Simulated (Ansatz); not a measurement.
# HfH₂ (singlet): correlated methods under varied settings at distance Hf1–H2 = 2.303 Å

One table from this session's results is given with a row withheld; the runs are named, their logs left out.

Method: the settings change from run to run; program: Ansatz 0.2.0, Gaussian basis.

40 further runs of the same task are left out: 22 for a known fault of the program, 15 that didn't finish, 3 set aside as unsound or not needed.

**The geometry**

The geometry derives from a PBE0/def2-TZVP stationary point (not a proven minimum). One bond is set to the value named and the two fragments are kept rigid. No spin-orbit coupling is included. Elements past krypton take def2 core potentials.

3 atoms, charge 0, spin multiplicity 1.

Atoms are counted from 1 here; the program's logs count them from 0.

Bond lengths: Hf1–H2 2.303 Å, Hf1–H3 1.912 Å. Angles: H2–Hf1–H3 180.0°.

The first run:

Contents of in.yaml:

```yaml
crystal:
  periodic: [false, false, false]
  atoms:
    - {symbol: Hf, position_ang: [0.000000, 0.000000, 0.130400]}
    - {symbol: H, position_ang: [0.000000, 0.000000, -2.172600]}
    - {symbol: H, position_ang: [0.000000, 0.000000, 2.042200]}
basis:
  gaussian: {orbitals: def2-SVP}
magnetization: {spin_polarized: true, initial_magnetization: 0}
correlation: {method: ccsd, electrons: outside_noble_gas}
accuracy: high
```

On the command line:

```
ansatz run in.yaml --threads 1 --pin off --events-out ev --progress --plain --max-ram 2393MiB
```

Steps of the session up to this table: CCSD on UHF/def2-SVP; MP2 on UHF/def2-TZVP; HF/def2-SVP; BCCD on UHF/def2-SVP; CCSDT/def2-SVP.

One of the session's tables, all rows but one given; the rest of the session is left out.

| level | from FCI (meV) |
| --- | --- |
| CCSD on UHF/def2-SVP | 93.5 |
| MP2 on UHF/def2-TZVP |  |
| HF/def2-SVP | 2316.6 |
| BCCD on UHF/def2-SVP | 94.7 |
| CCSDT/def2-SVP (on B3LYP orbitals) | ? |

**Question.** Estimate the row for CCSDT/def2-SVP (on B3LYP orbitals).

**Answer.** from FCI (meV): 31.0. In the column «from FCI (meV)» it is the lowest.

Caveats from the session: The determinant is far from a pure spin state, so its energy mixes those of several spin states (harmless only where they are near-degenerate, as at dissociation). Hartree-Fock, CASSCF and CASCI lack dynamic correlation by design.
